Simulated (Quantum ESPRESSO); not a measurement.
# NbCu (Fm-3m) in Quantum ESPRESSO: equation of state

How stiff is NbCu in PBE, and what volume does it want? The cell is scaled to several volumes.

All numbers are computed with Quantum ESPRESSO 7.5; they aren't measurements. Logs are shortened: lines on timing, memory, paths and dates and some standing lists are left out, and cuts for length are marked.

## 1. The crystal as given

The structure is cubic, space group Fm-3m (No. 225). Conventional cell: a = 5.124 Å, b = 5.124 Å, c = 5.124 Å, α = 90.00°, β = 90.00°, γ = 90.00°. Nb (site symmetry m-3m) is surrounded by 6 Cu at 2.56 Å. Cu (site symmetry m-3m) has 6 Nb at 2.56 Å as nearest neighbours.

The cell was built by a generator and needn't be a form met in nature.

## 2. Single point, PBE, 15.81 Å³/atom

pw.in reads:

```
&CONTROL
  calculation = 'scf'
  prefix = 'pwscf'
  outdir = './tmp'
  pseudo_dir = './pseudo'
  tstress = .true.
  disk_io = 'nowf'
/
&SYSTEM
  ibrav = 0
  nat = 2
  ntyp = 2
  ecutwfc = 55
  ecutrho = 440
  nbnd = 19
  occupations = 'smearing'
  smearing = 'fd'
  degauss = 0.00367493
/
&ELECTRONS
  conv_thr = 4d-10
  electron_maxstep = 120
  mixing_beta = 0.5
/
ATOMIC_SPECIES
Nb    92.9064 Nb.pbe-spn-kjpaw_psl.0.3.0.UPF
Cu    63.5460 Cu.paw.z_11.ld1.psl.v1.0.0-low.upf
CELL_PARAMETERS angstrom
   0.0000000000    2.5099053236    2.5099053236
   2.5099053236    0.0000000000    2.5099053236
   2.5099053236    2.5099053236    0.0000000000
ATOMIC_POSITIONS crystal
Nb     0.0000000000    0.0000000000    0.0000000000
Cu     0.5000000000    0.5000000000    0.5000000000
K_POINTS automatic
9 9 9 0 0 0
```

Potentials or basis: SSSP 1.3 efficiency PBE.

Launch:

```
$ OMP_NUM_THREADS=1 pw.x -in pw.in > pw.out
```

pw.out:

```text
This program is part of the open-source Quantum ESPRESSO suite
     for quantum simulation of materials; please cite
         "P. Giannozzi et al., J. Phys.:Condens. Matter 21 395502 (2009);
         "P. Giannozzi et al., J. Phys.:Condens. Matter 29 465901 (2017);
         "P. Giannozzi et al., J. Chem. Phys. 152 154105 (2020);
     in publications or presentations arising from this work. More details at

     file Nb.pbe-spn-kjpaw_psl.0.3.0.UPF: wavefunction(s)  4S 4P renormalized
     file Cu.paw.z_11.ld1.psl.v1.0.0-low.upf: wavefunction(s)  4S 3D renormalized
     Message from routine setup:
     using ibrav=0 with symmetry is DISCOURAGED, use correct ibrav instead

     G-vector sticks info
     --------------------
     sticks:   dense  smooth     PW     G-vecs:    dense   smooth      PW
     Sum        1369     673    211                33223    11791    2085

     Using Slab Decomposition

     bravais-lattice index     =            0
     lattice parameter (alat)  =       6.7077  a.u.
     unit-cell volume          =     213.4021 (a.u.)^3
     number of atoms/cell      =            2
     number of atomic types    =            2
     number of electrons       =        24.00
     number of Kohn-Sham states=           19
     kinetic-energy cutoff     =      55.0000  Ry
     charge density cutoff     =     440.0000  Ry
     scf convergence threshold =      4.0E-10
     mixing beta               =       0.5000
     number of iterations used =            8  plain     mixing
     Exchange-correlation= SLA  PW   PBX  PBC
                           (   1   4   3   4   0   0   0)

     celldm(1)=   6.707663  celldm(2)=   0.000000  celldm(3)=   0.000000
     celldm(4)=   0.000000  celldm(5)=   0.000000  celldm(6)=   0.000000

     crystal axes: (cart. coord. in units of alat)
               a(1) = (   0.000000   0.707107   0.707107 )
               a(2) = (   0.707107   0.000000   0.707107 )
               a(3) = (   0.707107   0.707107   0.000000 )

     reciprocal axes: (cart. coord. in units 2 pi/alat)
               b(1) = ( -0.707107  0.707107  0.707107 )
               b(2) = (  0.707107 -0.707107  0.707107 )
               b(3) = (  0.707107  0.707107 -0.707107 )

     PseudoPot. # 1 for Nb read from file:
     Nb.pbe-spn-kjpaw_psl.0.3.0.UPF
     Pseudo is Projector augmented-wave + core cor, Zval = 13.0
     Generated using "atomic" code by A. Dal Corso  v.5.0.99 svn rev. 10869
     Shape of augmentation charge: PSQ
     Using radial grid of 1227 points,  6 beta functions with:
                l(1) =   0
                l(2) =   0
                l(3) =   1
                l(4) =   1
                l(5) =   2
                l(6) =   2
     Q(r) pseudized with 0 coefficients

     PseudoPot. # 2 for Cu read from file:
     Cu.paw.z_11.ld1.psl.v1.0.0-low.upf
     Pseudo is Projector augmented-wave + core cor, Zval = 11.0
     Generated using &quot;atomic&quot; code by A. Dal Corso  v.6.3MaX
     Shape of augmentation charge: PSQ
     Using radial grid of 1199 points,  6 beta functions with:
                l(1) =   0
                l(2) =   0
                l(3) =   1
                l(4) =   1
                l(5) =   2
                l(6) =   2
     Q(r) pseudized with 0 coefficients

     atomic species   valence    mass     pseudopotential
     Nb               13.00    92.90640     Nb( 1.00)
     Cu               11.00    63.54600     Cu( 1.00)

     48 Sym. Ops., with inversion, found

   Cartesian axes

     site n.     atom                  positions (alat units)
         1        Nb     tau(   1) = (   0.0000000   0.0000000   0.0000000  )
         2        Cu     tau(   2) = (   0.7071068   0.7071068   0.7071068  )

     number of k points=    35  Fermi-Dirac smearing, width (Ry)=  0.0037
                       cart. coord. in units 2pi/alat
        k(    1) = (   0.0000000   0.0000000   0.0000000), wk =   0.0027435
        k(    2) = (   0.0785674   0.0785674  -0.0785674), wk =   0.0219479
        k(    3) = (   0.1571348   0.1571348  -0.1571348), wk =   0.0219479
        k(    4) = (   0.2357023   0.2357023  -0.2357023), wk =   0.0219479
        k(    5) = (   0.3142697   0.3142697  -0.3142697), wk =   0.0219479
        k(    6) = (   0.1571348   0.0000000  -0.0000000), wk =   0.0164609
[... 27 lines left out ...]
        k(   34) = (  -0.0000000  -0.4714045   0.6285394), wk =   0.0658436
        k(   35) = (  -0.0785674  -0.3928371   0.7071068), wk =   0.0658436

     Dense  grid:    33223 G-vectors     FFT dimensions: (  45,  45,  45)

     Smooth grid:    11791 G-vectors     FFT dimensions: (  32,  32,  32)

     Initial potential from superposition of free atoms

     starting charge      23.9977, renormalised to      24.0000
     Starting wfcs are   19 randomized atomic wfcs

     Self-consistent Calculation

     iteration #  1     ecut=    55.00 Ry     beta= 0.50
     Davidson diagonalization with overlap
     ethr =  1.00E-02,  avg # of iterations =  4.9

     Threshold (ethr) on eigenvalues was too large:
     Diagonalizing with lowered threshold

     Davidson diagonalization with overlap
     ethr =  9.56E-04,  avg # of iterations =  1.2

     total energy              =    -547.19889768 Ry
     estimated scf accuracy    <       0.23331180 Ry

     iteration #  2     ecut=    55.00 Ry     beta= 0.50
     Davidson diagonalization with overlap
     ethr =  9.72E-04,  avg # of iterations =  2.3

     total energy              =    -547.23702841 Ry
     estimated scf accuracy    <       0.03996827 Ry

     iteration #  3     ecut=    55.00 Ry     beta= 0.50
     Davidson diagonalization with overlap
     ethr =  1.67E-04,  avg # of iterations =  2.4

     total energy              =    -547.23521954 Ry
     estimated scf accuracy    <       0.15294071 Ry
[... 26 lines left out ...]
     total energy              =    -547.25352348 Ry
     estimated scf accuracy    <       0.00000004 Ry

     iteration #  8     ecut=    55.00 Ry     beta= 0.50
     Davidson diagonalization with overlap
     ethr =  1.76E-10,  avg # of iterations =  3.3

     total energy              =    -547.25352350 Ry
     estimated scf accuracy    <          2.2E-09 Ry

     iteration #  9     ecut=    55.00 Ry     beta= 0.50
     Davidson diagonalization with overlap
     ethr =  9.32E-12,  avg # of iterations =  2.6

     End of self-consistent calculation

          k = 0.0000 0.0000 0.0000 (  1459 PWs)   bands (ev):

   -40.0641 -16.0176 -16.0176 -16.0176   7.5969  10.3554  10.3554  10.6777
    10.6777  10.6777  16.0435  16.0435  16.0435  17.5579  17.5579  24.1403
    24.1403  24.1403  24.4906

          k = 0.0786 0.0786-0.0786 (  1450 PWs)   bands (ev):

   -40.0615 -16.0464 -16.0227 -16.0227   7.8770  10.4434  10.4434  10.6833
    10.7618  10.7618  15.7555  16.0072  16.0072  17.1811  17.1811  23.5060
    24.7950  24.7950  24.9427

          k = 0.1571 0.1571-0.1571 (  1453 PWs)   bands (ev):

   -40.0548 -16.1186 -16.0356 -16.0356   8.6685  10.6926  10.6926  10.7177
    10.9831  10.9831  15.0485  15.5808  15.5808  16.7600  16.7600  22.1054
    25.6567  26.2815  26.2815

          k = 0.2357 0.2357-0.2357 (  1453 PWs)   bands (ev):
[... 179 lines left out ...]
          k =-0.0000-0.4714 0.6285 (  1470 PWs)   bands (ev):

   -40.0356 -16.1974 -16.1478 -16.1033  10.3217  10.8252  10.9804  11.2550
    11.4297  11.6726  14.2597  14.4846  15.4854  17.4165  18.8481  18.9027
    21.2752  22.4771  28.6095

          k =-0.0786-0.3928 0.7071 (  1472 PWs)   bands (ev):

   -40.0358 -16.1847 -16.1544 -16.1084  10.6145  10.7727  10.9681  10.9924
    11.6773  11.8562  13.9709  14.4684  14.9050  17.3804  18.6518  19.7025
    20.9092  22.7694  29.6487

     the Fermi energy is    14.9287 ev

!    total energy              =    -547.25352350 Ry
     total all-electron energy =    -10949.840266 Ry
     estimated scf accuracy    <          1.8E-10 Ry
     smearing contrib. (-TS)   =      -0.00173365 Ry
     internal energy E=F+TS    =    -547.25178985 Ry

     The total energy is F=E-TS. E is the sum of the following terms:
     one-electron contribution =     -52.51647320 Ry
     hartree contribution      =      50.10803557 Ry
     xc contribution           =     -73.44207957 Ry
     ewald contribution        =    -173.01939266 Ry
     one-center paw contrib.   =    -298.38187998 Ry

     convergence has been achieved in   9 iterations

     Computing stress (Cartesian axis) and pressure

          total   stress  (Ry/bohr**3)                   (kbar)     P=       99.81
   0.00067851  -0.00000000  -0.00000000           99.81       -0.00       -0.00
  -0.00000000   0.00067851  -0.00000000           -0.00       99.81       -0.00
  -0.00000000  -0.00000000   0.00067851           -0.00       -0.00       99.81

=------------------------------------------------------------------------------=
   JOB DONE.
=------------------------------------------------------------------------------=
```

It took 24 s on 1 thread of Arm Neoverse V1, shared host; peak memory 0.16 GiB.

What came out:

* Free energy: -7445.7635 eV
* Pressure: 10.0 GPa
* Band gap on the k mesh: none (metal or under the smearing width)

## 3. Single point, PBE, 16.15 Å³/atom

pw.in, as its differences from that of step 2:

```diff
@@ -28,5 +28,5 @@
 CELL_PARAMETERS angstrom
-   0.0000000000    2.5099053236    2.5099053236
-   2.5099053236    0.0000000000    2.5099053236
-   2.5099053236    2.5099053236    0.0000000000
+   0.0000000000    2.5275812956    2.5275812956
+   2.5275812956    0.0000000000    2.5275812956
+   2.5275812956    2.5275812956    0.0000000000
 ATOMIC_POSITIONS crystal
```

Potentials or basis: SSSP 1.3 efficiency PBE.

Launch:

```
$ OMP_NUM_THREADS=1 pw.x -in pw.in > pw.out
```

Run time: 24 s. Hardware: 1 thread of Arm Neoverse V1, shared host; peak memory 0.16 GiB.

It converged, with:

```
Free energy            : -7445.7988 eV
Pressure               : 6.2 GPa
Band gap on the k mesh : none (metal or under the smearing width)
```

## 4. Single point, PBE, 16.48 Å³/atom

pw.in, as its differences from that of step 3:

```diff
@@ -28,5 +28,5 @@
 CELL_PARAMETERS angstrom
-   0.0000000000    2.5275812956    2.5275812956
-   2.5275812956    0.0000000000    2.5275812956
-   2.5275812956    2.5275812956    0.0000000000
+   0.0000000000    2.5450134416    2.5450134416
+   2.5450134416    0.0000000000    2.5450134416
+   2.5450134416    2.5450134416    0.0000000000
 ATOMIC_POSITIONS crystal
```

Launch:

```
$ OMP_NUM_THREADS=1 pw.x -in pw.in > pw.out
```

Run time: 34 s. Hardware: 1 thread of Arm Neoverse V1, shared host; peak memory 0.17 GiB.

Results (log left out):

```yaml
Free_energy: -7445.8190 eV
Pressure: 2.8 GPa
Band_gap_on_the_k_mesh: none (metal or under the smearing width)
```

[end of part 1 of 2]
